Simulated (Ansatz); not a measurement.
# ClGeH₂O+: one structure at several levels

One table from this session's results is given with a row withheld; the runs are named, their logs left out.

The runs use Ansatz 0.2.0, Gaussian basis; single points in def2-TZVPP.

Correlated methods freeze the cores. Filled d shells of the heavier atoms are correlated.

### The starting structure

5 atoms, charge 1, spin multiplicity 1.

Atoms are counted from 1 here; the program's logs count them from 0.

Bond lengths: O1–Ge2 1.614 Å, O1–H4 0.936 Å, Ge2–Cl3 2.114 Å, Ge2–H5 1.500 Å. Angles: Ge2–O1–H4 136.9°, O1–Ge2–Cl3 118.7°, O1–Ge2–H5 104.3°, Cl3–Ge2–H5 137.0°.

Geometry (Å):

```
atom     x (Å)     y (Å)     z (Å)
  O1  -1.07310   0.32950  -0.35800
 Ge2   0.44450   0.17070   0.16730
 Cl3   1.20060  -1.77380   0.50990
  H4  -1.71530  -0.21550  -0.76610
  H5   0.93430   1.58030   0.31540
```

Set-up of the first run:

The input, run/in.yaml:

```yaml
crystal:
  periodic: [false, false, false]
  atoms:
    - {symbol: O, position_ang: [-1.073100, 0.329500, -0.358000]}
    - {symbol: Ge, position_ang: [0.444500, 0.170700, 0.167300]}
    - {symbol: Cl, position_ang: [1.200600, -1.773800, 0.509900]}
    - {symbol: H, position_ang: [-1.715300, -0.215500, -0.766100]}
    - {symbol: H, position_ang: [0.934300, 1.580300, 0.315400]}
basis:
  gaussian: {orbitals: def2-TZVPP}
total_charge: 1
correlation: {method: ccsd_t}
output: {forces: true}
```

The command line of these runs was not kept.

Among the steps run: CCSD(T)/def2-TZVPP; PBE0-D4/def2-TZVPP; wB97M-V/def2-TZVPP; r2SCAN-D4/def2-TZVPP; PBE-D4/def2-TZVPP; wB97X-V/def2-TZVPP; BLYP-D4/def2-TZVPP.

One of the session's tables, all rows but one given; the rest of the session is left out.

| method | RMS force component (eV/Å) | angle to CCSD(T) forces (°) |
| --- | --- | --- |
| CCSD(T) | 1.257 | reference |
| PBE0-D4 | 1.239 | 3.0 |
| wB97M-V | 1.265 | 1.8 |
| r2SCAN-D4 | 1.257 | 2.0 |
| PBE-D4 | 1.417 | 8.9 |
| wB97X-V | 1.270 | 3.5 |
| BLYP-D4 | ? | ? |

Estimate the missing values for BLYP-D4.

The run gave: RMS force component (eV/Å): 1.471; angle to CCSD(T) forces (°): 13.3. In the column «RMS force component (eV/Å)» it is the highest.
